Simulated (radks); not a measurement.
**P in [Ne] 3s2 3p3: an all-electron calculation**

An exercise on one series of results from a longer session: the logs are not shown, and one member is left open.

Program: radks (a radial shooting solver on a logarithmic mesh, Libxc functionals) version 1. Level of theory: scalar-relativistic Kohn-Sham, XLYP, spin-unpolarised, spherical densities, finite nucleus. These are calculated values, not measurements, unless marked.

## The atom as given

* element: phosphorus (Z = 15)
* charge: 0
* electrons: 15
* configuration: [Ne] 3s2 3p3
* nuclear rms radius: 3.1889 fm

Outer shells as boxes (Hund's rule):

P
```
[Ne] core
3s [↑↓]
3p [↑ ][↑ ][↑ ]
```

Set-up of the first run:

Input:

```text
Z 15
configuration [Ne] 3s2 3p3
relativity scalar-relativistic
functional xlyp
spin unpolarised
nucleus finite rms 3.1889 fm
c 137.035999084
```

On the command line:

```console
$ python run_ks.py task.json out
```

All runs below come from this command, one after another.

Steps of the session up to this table: Self-consistent calculation.

One of the session's tables, all rows but one given; the rest of the session is left out.

It belongs to the step «Orbitals and density». Radial moments (bohr):

```
level     <r>  outermost maximum (interpolated)  90 % within  nodes
   1s  0.1036                            0.0676        0.185      0
   2s  0.5202                             0.419        0.818      1
   2p  0.4854                             0.354        0.813      0
   3s       ?                                 ?            ?      ?
   3p   2.388                              1.82         3.82      1
```

Q: Estimate the row for 3s from the others.

As computed: <r>: 1.889; outermost maximum (interpolated): 1.56; 90 % within: 2.88; nodes: 2. In the column «<r>» it lies between 2s (0.5202) and 3p (2.388).

Limits of these values: Spin polarisation and multiplet splitting are left out.
